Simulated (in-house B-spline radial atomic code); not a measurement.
# Ba⁹⁺: ionisation energy by several methods

Aim: the ionisation energy of Ba⁹⁺ by several methods, each as the difference of two self-consistent energies (Ba⁹⁺ and the next ion, [Kr] 4d10).

Method: non-relativistic, several functionals, spin-polarised, exact exchange averaged over the configuration; spherical all-electron atom at the radial basis limit. Code: in-house B-spline radial atomic code version 1.

## 1. What is computed

| Item | Value |
| --- | --- |
| element | barium (Z = 56) |
| charge | +9 |
| electrons | 47 |
| configuration | [Kr] 4d10 5s1 |
| nucleus | point |

Outer shells as boxes (Hund's rule):

[Kr] 4d10 5s1
```
[Kr] core
4d [↑↓][↑↓][↑↓][↑↓][↑↓]
5s [↑ ]
```

Where spins are not typed, each open shell is filled with up spins first.

## 2. B3LYP, a global hybrid

The run's settings:

```ini
Z = 56
electrons = 47.0
configuration = [Kr] 4d10 5s1
hamiltonian = nr
method = b3lyp
spin_polarised = True
exact_exchange = averaged over the configuration
```

On the command line:

```console
$ python run_scf.py task.json out
```

The settings of every run stand in task.json; they run in order.

## 3. BHandHLYP, a global hybrid

Changes to the settings of step 2:

```diff
@@ -4,3 +4,3 @@
 hamiltonian = nr
-method = b3lyp
+method = bhandhlyp
 spin_polarised = True
```

## 4. r2SCAN0, a global hybrid

Changes to the settings of step 3:

```diff
@@ -4,3 +4,3 @@
 hamiltonian = nr
-method = bhandhlyp
+method = r2scan0
 spin_polarised = True
```

## 5. ωB97X, a range-separated hybrid

Changes to the settings of step 4:

```diff
@@ -4,3 +4,3 @@
 hamiltonian = nr
-method = r2scan0
+method = wb97x
 spin_polarised = True
```

## 6. TPSSh, a global hybrid

Changes to the settings of step 5:

```diff
@@ -4,3 +4,3 @@
 hamiltonian = nr
-method = wb97x
+method = tpssh
 spin_polarised = True
```

Q: The tabulated ionisation energy is 146.52 ± 0.12 eV (semi-empirical; NIST Atomic Spectra Database). What does each method give, and which comes nearest?

**Answer**, as computed:

| method | rung | total energy (hartree) | ΔSCF (eV) | −ε highest (eV) | ΔSCF less tabulated (eV) |
| --- | --- | --- | --- | --- | --- |
| B3LYP | global hybrid | -7866.4913 | 142.80 | 137.03 (5s up) | -3.72 |
| BHandHLYP | global hybrid | -7866.5554 | 142.08 | 138.39 (5s up) | -4.44 |
| r2SCAN0 | global hybrid | -7866.5281 | 141.37 | 136.86 (5s up) | -5.15 |
| TPSSh | global hybrid | -7866.1476 | 141.80 | 135.67 (5s up) | -4.72 |
| ωB97X | range-separated hybrid | -7866.6588 | 140.82 | 139.20 (5s up) | -5.70 |

**Reading.** The tabulated ionisation energy is 146.52 ± 0.12 eV (semi-empirical; NIST Atomic Spectra Database). B3LYP comes nearest (-3.72 eV) and ωB97X is farthest (-5.70 eV, 3.9 %). All methods miss on the same side by much the same amount, which points to something that they share. These runs lack relativity altogether, which can outweigh the gaps between the methods, so the nearest may be so by luck. These runs leave out relativity, which matters at this nuclear charge.
